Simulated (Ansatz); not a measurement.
# CH4FGeS radical: one species, many methods

How much do the methods differ for CH4FGeS radical? The plan is to run it at one geometry with functionals of several rungs and with coupled cluster. The yardstick is the atomisation energy at the CCSD(T) limit.

The runs use Ansatz 0.2.0, Gaussian basis; functionals in def2-TZVPP, the program's frozen cores in correlated methods.

Levels to be run: LDA (SPW92), PBE-D4, revPBE-D4, BLYP-D4, r2SCAN-D4, B97M-V, PBE0-D4, B3LYP-D4, r2SCANh-D4, r2SCAN0-D4, HSE06-D4, BHLYP-D4, CAM-B3LYP-D4, LC-ωPBE, ωB97X-V, ωB97M-V, B2PLYP, PBE-QIDH; CCSD(T)/def2-SVP; CCSD(T)/def2-TZVPP; MP2/def2-QZVPP; extrapolation to the limit; RPA on PBE.

## (1) The relaxed structure

An earlier PBE0-D4 in a triple-zeta def2 set relaxation fixed the geometry.

SMILES `[CH3][Ge]([F])[SH]`, 8 atoms, charge 0, spin multiplicity 2.

Atoms are counted from 1 here; the program's logs count them from 0.

Bond lengths: C1–Ge2 1.960 Å, C1–H5 1.090 Å, C1–H6 1.092 Å, C1–H7 1.089 Å, Ge2–F3 1.755 Å, Ge2–S4 2.229 Å, S4–H8 1.343 Å. Angles: Ge2–C1–H5 109.8°, Ge2–C1–H6 107.7°, Ge2–C1–H7 109.7°, H5–C1–H6 110.1°, H5–C1–H7 109.8°, H6–C1–H7 109.7°, C1–Ge2–F3 105.9°, C1–Ge2–S4 108.3°, F3–Ge2–S4 107.3°, Ge2–S4–H8 93.5°.

## (2) LDA

This LDA is Slater exchange with PW92 correlation.

in.yaml

```yaml
crystal:
  periodic: [false, false, false]
  atoms:
    - {symbol: C, position_ang: [-0.130243, 1.168152, -0.598014]}
    - {symbol: Ge, position_ang: [0.545877, -0.635562, -0.236806]}
    - {symbol: F, position_ang: [1.801634, -0.444551, 0.974449]}
    - {symbol: S, position_ang: [-1.094835, -1.824949, 0.692504]}
    - {symbol: H, position_ang: [-1.007914, 1.110541, -1.241883]}
    - {symbol: H, position_ang: [-0.395923, 1.621674, 0.358797]}
    - {symbol: H, position_ang: [0.644463, 1.760981, -1.082776]}
    - {symbol: H, position_ang: [-0.270960, -2.813384, 1.077929]}
basis:
  gaussian: {orbitals: def2-TZVPP}
magnetization: {spin_polarized: true, initial_magnetization: 1}
hamiltonian: {xc: lda}
output: {orbitals: {seedname: orbitals}}
```

The runs that follow: PBE-D4 (GGA); revPBE-D4 (GGA); BLYP-D4 (GGA); r2SCAN-D4 (meta-GGA); B97M-V (meta-GGA); PBE0-D4 (hybrid); B3LYP-D4 (hybrid); r2SCANh-D4 (hybrid); r2SCAN0-D4 (hybrid); HSE06-D4 (hybrid); BHLYP-D4 (hybrid); CAM-B3LYP-D4 (range-separated); LC-ωPBE-D4 (range-separated); ωB97X-V (range-separated); ωB97M-V (range-separated); B2PLYP (double hybrid); PBE-QIDH (double hybrid); CCSD(T) in def2-SVP; CCSD(T) in def2-TZVPP; MP2 in def2-QZVPP; RPA on PBE orbitals.

Before running them: what should the planned runs give, taken together? Wanted: atomisation energy, CCSD(T)/CBS; farthest beyond LDA; mean size of error, GGA; mean size of error, meta-GGA; mean size of error, hybrid; mean size of error, range-separated; mean size of error, double hybrid; gap, smallest and largest; T1 diagnostic.

**Answer**, as computed:

| quantity | value |
| --- | --- |
| atomisation energy, CCSD(T)/CBS | 27.582 eV |
| functionals within 0.276 eV (1.0 %) | revPBE-D4, BLYP-D4, PBE0-D4, B3LYP-D4, r2SCANh-D4, r2SCAN0-D4, HSE06-D4, CAM-B3LYP-D4, LC-ωPBE, ωB97X-V, ωB97M-V, PBE-QIDH |
| farthest beyond LDA | BHLYP-D4 (-0.939 eV) |
| mean size of error, GGA | 0.257 eV |
| mean size of error, meta-GGA | 0.281 eV |
| mean size of error, hybrid | 0.228 eV |
| mean size of error, range-separated | 0.094 eV |
| mean size of error, double hybrid | 0.268 eV |
| gap, smallest and largest | 0.82 eV (LDA (SPW92)), 8.07 eV (LC-ωPBE) |
| T1 diagnostic | 0.0137 |
| triples share of the correlation energy | 3.7 % |

In words: LDA overbinds by 4.211 eV (15 %). PBE-D4 is off by +0.572 eV. Double hybrids carry the basis error of their MP2 part in triple zeta, and no dispersion term here, so their miss is partly the set-up's. The rungs range-separated, hybrid, GGA, double hybrid miss on average by less than the doubt on the reference (0.276 eV), so they tie. The reference freezes the cores and leaves out relativity and excitations past (T), and its outer-core shells are covered unevenly, so misses under about 0.276 eV can't be ranked. Hartree-Fock recovers 72 % of the binding; the rest is correlation. CCSD(T) in def2-SVP is off by -1.935 eV, so the small basis spoils what the method gains. The gap grows from 0.8 to 8.1 eV across the functionals, mostly with the share of exact exchange. Correlated methods include outer-core shells of Ge, which these sets cover unevenly.
